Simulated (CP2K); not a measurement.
Runs of CP2K 2026.2 on TaN. Symmetry: Fm-3m, No. 225, cubic system. Conventional cell: a = 4.358 Å, b = 4.358 Å, c = 4.358 Å, α = 90.00°, β = 90.00°, γ = 90.00°. Around Ta (site symmetry m-3m) lie 6 N at 2.18 Å. N (site symmetry m-3m) is surrounded by 6 Ta at 2.18 Å. 

```tsv
potentials or basis	ADDED_MOS	gap on the mesh (eV)	pressure (GPa)
POTENTIAL_UZH Ta GTH-PBE-q13, N GTH-PBE-q5; ccGRB-D basis	[13]	none	9.9
GTH_POTENTIALS Ta GTH-PBE-q13, N GTH-PBE-q5; DZVP-MOLOPT-SR-GTH basis	[13]	none	8.2
GTH_POTENTIALS Ta GTH-PBE-q13, N GTH-PBE-q5; TZVP-MOLOPT-SR-GTH, TZVP-MOLOPT-GTH basis	[13]	none	(a)
POTENTIAL_UZH Ta GTH-PBE-q13, N GTH-PBE-q5; TZVP-MOLOPT-PBE-GTH basis	[13]	none	9.1
POTENTIAL_UZH Ta GTH-PBE-q13, N GTH-PBE-q5; TZV2P-MOLOPT-PBE-GTH basis	[13]	none	8.5
POTENTIAL_UZH Ta GTH-PBE-q13, N GTH-PBE-q5; DZVP-MOLOPT-PBE-GTH basis	[13]	none	(b)
GTH_POTENTIALS Ta GTH-PBE-q13, N GTH-PBE-q5; SZV-MOLOPT-SR-GTH basis	[5]	none	10.4
```

Alike in all rows: task band structure; level PBE; no spin polarisation; cell as given; k mesh 10 × 10 × 10; smearing fermi-dirac 0.05 eV.

Q: Estimate the missing entries.

A: (a) 8.1; (b) 8.6.

Caveats: spin-orbit coupling is left out, which moves the levels of the heavy elements; the basis of atomic orbitals isn't converged, which shifts pressures, moduli and gaps; a minimal basis gives rough bond lengths, pressures and levels (some runs).

A k mesh can miss the band edges, and the runs leave out spin-orbit coupling on Ta.

A gap of «none» marks a metal or a gap under the smearing width.
